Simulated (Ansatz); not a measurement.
# AlClFHZn: basis-set convergence

Aim: see how fast density functionals converge with the basis set for AlClFHZn.

Computed with Ansatz 0.2.0, Gaussian basis. Level: one geometry, several basis sets.

Levels to be run: PBE0-D4/def2-SVP; ωB97M-V/def2-SVP; PBE0-D4/def2-QZVPP; ωB97M-V/def2-QZVPP; the functionals' def2-TZVPP values are taken from earlier runs.

## 1. Structure used throughout

The geometry comes from an earlier relaxation with PBE0-D4 in a triple-zeta def2 set; it is a stationary point.

5 atoms, charge 0, spin multiplicity 1.

Atoms are counted from 1 here; the program's logs count them from 0.

Bond lengths: F1–Al2 1.651 Å, Al2–Cl3 2.101 Å, Al2–H5 1.570 Å. Angles: F1–Al2–Cl3 116.7°, F1–Al2–H5 119.6°, Cl3–Al2–H5 120.7°.

## 2. PBE0-D4 in def2-SVP

in.yaml reads:

```yaml
crystal:
  periodic: [false, false, false]
  atoms:
    - {symbol: F, position_ang: [0.556712, 0.757425, 1.477357]}
    - {symbol: Al, position_ang: [-0.061828, -0.299153, 0.368988]}
    - {symbol: Cl, position_ang: [1.311053, -1.555348, -0.607374]}
    - {symbol: Zn, position_ang: [-0.165410, 1.678225, -1.684468]}
    - {symbol: H, position_ang: [-1.590726, -0.654849, 0.404096]}
basis:
  gaussian: {orbitals: def2-SVP}
hamiltonian: {xc: pbe0, dispersion: d4}
output: {orbitals: {seedname: orbitals}}
```

Started as:

```bash
ansatz run in.yaml --threads 2 --pin off --events-out ev --progress --plain --max-ram 4352MiB
```

The runs that follow: ωB97M-V in def2-SVP; PBE0-D4 in def2-QZVPP; ωB97M-V in def2-QZVPP.

Before running them: what should the planned runs give, taken together? Wanted: PBE0-D4: double and triple zeta above quadruple; ωB97M-V: double and triple zeta above quadruple.

**Answer**, as computed:

```
                                       quantity           value
PBE0-D4: double and triple zeta above quadruple  19.16, 1.88 eV
ωB97M-V: double and triple zeta above quadruple  19.08, 1.81 eV
```

What this shows: PBE0-D4 gains 17.28 eV from double to triple zeta, then 1.88 eV more. These are total energies; as a rule much of such shifts cancels in differences, which this series doesn't test.
